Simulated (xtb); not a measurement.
# CH2GaNS (GaH2(NCS)): GFN2-xTB

Wanted: a structure relaxation of CH2GaNS (GaH2(NCS)). 

Program for the calculation: xtb 6.7.1.

5 further runs of the same task are left out: 3 that didn't finish, 2 set aside as unsound or not needed.

**1. Starting point**

The species is CH2GaNS (6 atoms), meant as a singlet with charge 0. As SMILES, `[H][Ga]([H])[N]=C=S`. The shape comes from GFN2-xTB, which is rough for such elements, and wasn't checked as a minimum. The run starts from this shape.

Bond lengths: Ga1–N4 1.826 Å, N4–C5 1.202 Å, C5–S6 1.551 Å, Ga1–H2 1.545 Å, Ga1–H3 1.545 Å. Angles: Ga1–N4–C5 178.6°, N4–C5–S6 179.9°, H2–Ga1–N4 116.4°, H3–Ga1–N4 116.3°, H2–Ga1–H3 127.3°.

**2. A geometry optimisation at GFN2-xTB**

Input file .CHRG:

```
0
```

Input file .UHF:

```
0
```

Input file coord:

```
$coord
      1.267307030958      2.199962462506     -0.005215644104  ga
      4.178486817728      2.004886034660      0.089705299136  h
     -0.342191606647      4.635214724788     -0.060660208600  h
     -0.470655188599     -0.780362403164     -0.037851214276  n
     -1.591980876430     -2.756089963722     -0.008995096353  c
     -3.040966177009     -5.303591957807      0.022997966937  s
$end
```

Launch:

```bash
$ xtb coord --gfn 2 -o vtight | tee coord.out
```

What values should one expect? Wanted: total energy at the end; dipole moment; HOMO energy; LUMO energy; HOMO–LUMO gap; dispersion energy; mean polarisability.

Answer, from the run:

At GFN2-xTB:

| quantity | value |
| --- | --- |
| total energy at the end | -10.51428 Eh |
| dipole moment | 2.98 D |
| HOMO energy | -11.01 eV |
| LUMO energy | -7.07 eV |
| HOMO–LUMO gap | 3.94 eV |
| dispersion energy | -9.48 kJ/mol |
| mean polarisability (D4 model) | 74.9 bohr³ |

What this shows: At the final geometry: Bond lengths: Ga1–N4 1.827 Å, N4–C5 1.202 Å, C5–S6 1.551 Å, Ga1–H2 1.545 Å, Ga1–H3 1.545 Å. Angles: Ga1–N4–C5 179.8°, N4–C5–S6 179.9°, H2–Ga1–N4 116.4°, H3–Ga1–N4 116.3°, H2–Ga1–H3 127.3°. The optimisation took 17 steps and changed the energy by -0.000 eV. Mulliken charges run from -0.20 on N4 to +0.23 on Ga1.
